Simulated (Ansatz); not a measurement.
# CuSnF6: two electronic states of one cell

Aim: solve CuSnF6 (a strained cell with displaced atoms) from each of its saved states, at one geometry and mesh, and see which is lowest and how they differ.

Method: DFT, r2SCAN, with U_eff = 6.55 eV on Cu d, plane waves, PAW, in Ansatz 0.2.0.

## 1. The system as given

Cell: a = 5.018 Å, b = 5.020 Å, c = 5.235 Å, α = 62.70°, β = 89.77°, γ = 59.56°. First neighbours, in Å: F1: 1 Sn at 1.56, 1 Cu at 2.22; F2: 1 Sn at 1.69, 1 Cu at 2.25; F3: 1 Sn at 2.13, 1 Cu at 2.14; F4: 1 Sn at 1.86, 1 Cu at 2.44; F5: 1 Sn at 1.98; F6: 1 Sn at 1.78; Cu7: 6 F at 2.14 to 2.51; Sn8: 6 F at 1.56 to 2.13.

Structure file:

```
F Cu Sn
1.0
     2.49141    4.35526   -0.00121
    -2.49343    4.35643   -0.05481
    -2.44462    1.42349    4.40539
F Cu Sn
6 1 1
Direct
  0.37513 0.58368 0.21136
  0.01235 0.17362 0.21552
  0.78538 0.76045 0.24254
  0.64609 0.40217 0.78834
  0.01507 0.79499 0.76139
  0.21112 0.21199 0.79585
  0.48138 0.02710 0.45248
  0.05204 0.97059 0.02094
```

The states: A, no atom with a moment over 0.3 μB (no spin polarisation); B, Cu7 up (collinear spin). Each run reads its own saved solution as saved_state.

## 2. Run from state A

The input, input.yaml:

```yaml
crystal:
  lattice:
    - [2.49141, 4.355262, -0.001208]
    - [-2.493427, 4.356427, -0.054808]
    - [-2.444622, 1.423486, 4.405392]
  atoms:
    - { symbol: F, position: [0.375135, 0.583681, 0.211357] }
    - { symbol: F, position: [0.012354, 0.173618, 0.215524] }
    - { symbol: F, position: [0.785379, 0.760452, 0.242536] }
    - { symbol: F, position: [0.646087, 0.402169, 0.78834] }
    - { symbol: F, position: [0.015068, 0.794988, 0.761389] }
    - { symbol: F, position: [0.211117, 0.211994, 0.795854] }
    - { symbol: Cu, position: [0.481379, 0.027097, 0.452484] }
    - { symbol: Sn, position: [0.052039, 0.97059, 0.020941] }
kpoints:
  mp_grid: { grid: [4, 5, 4], shift: [0.0, 0.5, 0.0] }
magnetization:
  spin_polarized: false
scf:
  occupations: { method: fermi_dirac }
  lower_state_search: "off"
  max_iter: 200
hamiltonian:
  pseudopotentials: { kind: paw }
  xc: r2scan
  hubbard:
    projectors: all-electron-ortho-atomic
    sites: [{ species: Cu, l: d, u_eff: 6.55 }]
basis:
  ecutwfc: 500
  fft_grid_basis: typed
output:
  forces: true
  stress: true
  eigenvalues: true
  populations: true
  elf: true
  write_potential: true
  volumetric_format: npy
  dos:
    e_range: [-12, 8]
    de: 0.05
    projected: { site_lists: { Cu: [Cu], F: [F], Sn: [Sn] } }
checkpoint:
  read: saved_state
```

## 4. State B: the run

Edit input.yaml of step 2 so:

```diff
@@ -17,3 +17,3 @@
 magnetization:
-  spin_polarized: false
+  spin_polarized: true
 scf:
```

(Steps that only read results are left out.)

**Question.** What will these runs give? Wanted: for each run, free energy; largest site moment; size of the net moment; gap; pressure; largest force.

The runs gave:

| state | free energy (meV/atom) | largest site moment (μB) | size of the net moment (μB/cell) | gap (eV) | pressure (GPa) | largest force (eV/Å) | SCF cycles |
| --- | --- | --- | --- | --- | --- | --- | --- |
| A | 137.3 | – | – | metal | 39.0 | 23.59 | 16 |
| B | 0.0 | 0.89 | 1.00 | 2.06 | 36.7 | 24.22 | 9 |

**Reading.** State B wins by 137.3 meV per atom over A. They differ in kind: A is a metal, B is gapped. The atoms are far from rest (forces to 24.2 eV/Å), so order and character hold for this geometry alone. At the same volume their pressures differ by 2.3 GPa. Not all runs allow spin: where it is off, the gap in energy is mostly the cost of forbidding moments, not two ends of one search.

Limits of this run: an odd count of electrons without spin polarisation forces a partly filled band; the k mesh is coarse for a cell without a gap; atoms or cell far from equilibrium.
